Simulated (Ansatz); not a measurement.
# C₃H₆AlF: how energies converge with the basis set

Aim: see how fast density functionals converge with the basis set for C₃H₆AlF.

Computed with Ansatz 0.2.0, Gaussian basis. Level: one geometry, several basis sets.

Levels to be run: PBE0-D4/def2-SVP; ωB97M-V/def2-SVP; PBE0-D4/def2-QZVPP; ωB97M-V/def2-QZVPP; the functionals' def2-TZVPP values are taken from earlier runs.

**1. The relaxed structure**

All runs share one geometry, relaxed beforehand with PBE0-D4 in a triple-zeta def2 set.

SMILES `F[CH2][Al]1[CH2][CH2]1`, 11 atoms, charge 0, spin multiplicity 1.

Atoms are counted from 1 here; the program's logs count them from 0.

Bond lengths: F1–C2 1.489 Å, C2–Al3 1.933 Å, C2–H6 1.088 Å, C2–H7 1.088 Å, Al3–C4 1.898 Å, Al3–C5 1.898 Å, C4–C5 1.599 Å, C4–H8 1.089 Å, C4–H9 1.089 Å, C5–H10 1.089 Å, C5–H11 1.089 Å. Angles: F1–C2–Al3 74.2°, F1–C2–H6 106.2°, F1–C2–H7 106.2°, Al3–C2–H6 123.3°, Al3–C2–H7 123.3°, H6–C2–H7 111.2°, C2–Al3–C4 154.9°, C2–Al3–C5 154.9°, C4–Al3–C5 49.8°, Al3–C4–C5 65.1°, Al3–C4–H8 122.7°, Al3–C4–H9 122.2°, C5–C4–H8 114.3°, C5–C4–H9 114.2°, H8–C4–H9 109.9°, Al3–C5–C4 65.1°, Al3–C5–H10 122.6°, Al3–C5–H11 122.4° and more.

**2. PBE0-D4 in def2-SVP**

in.yaml

```yaml
crystal:
  periodic: [false, false, false]
  atoms:
    - {symbol: F, position_ang: [-1.155763, 1.875087, -0.363274]}
    - {symbol: C, position_ang: [0.165836, 2.239089, 0.217450]}
    - {symbol: Al, position_ang: [0.162095, 0.310861, 0.088421]}
    - {symbol: C, position_ang: [-0.244653, -1.449227, 0.670135]}
    - {symbol: C, position_ang: [0.375895, -1.352234, -0.800459]}
    - {symbol: H, position_ang: [-0.046044, 2.776027, 1.139580]}
    - {symbol: H, position_ang: [0.649619, 2.885228, -0.511927]}
    - {symbol: H, position_ang: [0.374927, -1.992091, 1.382119]}
    - {symbol: H, position_ang: [-1.264239, -1.829993, 0.700131]}
    - {symbol: H, position_ang: [1.343660, -1.839069, -0.909987]}
    - {symbol: H, position_ang: [-0.295931, -1.680578, -1.591787]}
basis:
  gaussian: {orbitals: def2-SVP}
hamiltonian: {xc: pbe0, dispersion: d4}
output: {orbitals: {seedname: orbitals}}
```

The run is started by

```sh
$ ansatz run in.yaml --threads 4 --pin off --events-out ev --progress --plain --max-ram 10444MiB
```

The runs that follow: ωB97M-V in def2-SVP; PBE0-D4 in def2-QZVPP; ωB97M-V in def2-QZVPP.

Q: Predict the results of all the runs planned. Wanted: PBE0-D4: double and triple zeta above quadruple; ωB97M-V: double and triple zeta above quadruple.

The runs gave:

| quantity | value |
| --- | --- |
| PBE0-D4: double and triple zeta above quadruple | 9.78, 0.53 eV |
| ωB97M-V: double and triple zeta above quadruple | 10.01, 0.51 eV |

In words: For PBE0-D4 the step from double to triple zeta gains 9.25 eV and the next only 0.53 eV. These are total energies; as a rule much of such shifts cancels in differences, which this series doesn't test. The LUMO of ωB97M-V is positive and keeps falling with the basis (1.44 to 0.65 eV): an unbound level that the basis holds in place.
